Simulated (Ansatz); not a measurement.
**GaP₂H₅: geometry and vibrations**

Aim: relax GaP₂H₅ from a cheap starting geometry, check the end point by its vibrations and derive ideal-gas thermochemistry, and look at its orbitals and charge.

Computed with Ansatz 0.2.0, Gaussian basis. Level: RKS PBE0-D4/def2-TZVP.

Levels to be run: relaxation at PBE0-D4/def2-TZVP; harmonic vibrations at the same level; a single point in def2-TZVPP for the fields.

### 1 Starting geometry

8 atoms, charge 0, spin multiplicity 1.

Atoms are counted from 1 here; the program's logs count them from 0.

Bond lengths: P1–P2 2.204 Å, P1–H4 1.395 Å, P1–H5 1.391 Å, P2–Ga3 2.357 Å, P2–H6 1.402 Å, Ga3–H7 1.586 Å, Ga3–H8 1.593 Å. Angles: P2–P1–H4 98.0°, P2–P1–H5 96.4°, H4–P1–H5 92.4°, P1–P2–Ga3 79.6°, P1–P2–H6 96.5°, Ga3–P2–H6 95.2°, P2–Ga3–H7 125.6°, P2–Ga3–H8 123.0°, H7–Ga3–H8 111.3°.

The start is a GFN2-xTB geometry.

### 2 Relaxation at PBE0-D4/def2-TZVP

File in.yaml:

```yaml
crystal:
  periodic: [false, false, false]
  atoms:
    - {symbol: P, position_ang: [-0.697550, 0.438900, -1.264340]}
    - {symbol: P, position_ang: [0.678980, 1.258050, 0.249650]}
    - {symbol: Ga, position_ang: [1.029210, -1.051360, 0.561730]}
    - {symbol: H, position_ang: [-1.783700, 0.190500, -0.425000]}
    - {symbol: H, position_ang: [-1.220040, 1.660560, -1.676190]}
    - {symbol: H, position_ang: [-0.269160, 1.381350, 1.274650]}
    - {symbol: H, position_ang: [2.411080, -1.808560, 0.379480]}
    - {symbol: H, position_ang: [-0.148810, -2.069440, 0.900010]}
basis:
  gaussian: {orbitals: def2-TZVP}
hamiltonian: {xc: pbe0, dispersion: d4}
relax: {f_tol: 0.005, max_steps: 150}
```

Command:

```console
$ ansatz run in.yaml --threads 2 --pin off --events-out ev --progress --plain --max-ram 4352MiB
```

Further steps of the session: Vibrations by finite differences; Orbitals, density and potential.

Q: Predict the results of all the runs planned. Wanted: point group; shift from the start; total energy; dispersion term; dipole moment; lowest, highest wavenumber; zero-point energy; HOMO, LUMO.

The runs gave:

| quantity | value |
| --- | --- |
| point group | C1 |
| steps | 22 |
| shift from the start (rms) | 0.690 Å |
| total energy | -71023.5862 eV |
| dispersion term | -195 meV |
| dipole moment | 1.29 D |
| lowest, highest wavenumber | 129, 2471 cm⁻¹ |
| zero-point energy | 25.9 kcal/mol |
| entropy at 298.15 K | 332.9 J/(mol K) |
| HOMO, LUMO | -6.74, -0.94 eV |

What this shows: The atoms moved 0.69 Å (rms) from the start; the bond that changed most is P1–P2, from 2.204 to 2.236 Å. No mode is imaginary: a true minimum at this level. The stiffest mode, 2471 cm⁻¹, is a P–H stretch, and 2 modes under 200 cm⁻¹ make the vibrational entropy uncertain. Harmonic hybrid wavenumbers usually lie a few per cent above measured fundamentals. The largest Mulliken charge, +0.25 e, sits on Ga3. The HOMO lies mostly on P2 47 %; P1 19 % and the LUMO on Ga3 34 %; P1 14 %.
